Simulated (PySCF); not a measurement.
# C5H2F4: the cost of one run

Computed with PySCF 2.14.0 and routines of our own; the level stands in each step. Atoms count from 0.

## 1. The system as given

11 atoms, charge 0, multiplicity 1; geometry from: GFN2-xTB.

## 2. Magnetic properties: GIAO B3LYP/pcSseg-1

Job settings and geometry (Å):

```
{"job": {"kind": "mag", "xc": "B3LYP", "basis": "pcSseg-1", "isotopologues": 0}, "charge": 0, "multiplicity": 1}
C      2.398871    -0.613949    -0.274034
C      1.489562     0.151036    -0.102250
C      0.437836     1.070688     0.102416
F      0.816630     2.332136     0.335501
C     -0.863265     0.770221     0.079792
C     -1.335275    -0.622552    -0.172245
F     -0.883980    -1.501933     0.741483
F     -2.669822    -0.701203    -0.148586
F     -0.943878    -1.100134    -1.368082
H      3.179709    -1.299233    -0.425974
H     -1.620962     1.517593     0.245936
```

Level: GIAO B3LYP/pcSseg-1 magnetisability, rotational g tensor and spin-rotation constants, non-relativistic, gas phase.

The run is started by

```
$ OMP_NUM_THREADS=1 python excited_run.py task.json out
```

One launch serves the whole session: the jobs run in the order shown.

Q: Estimate the wall time and peak memory of this first job on 1 thread of AMD EPYC 9R14, shared host.

About 20 s, with a peak of 0.74 GiB.
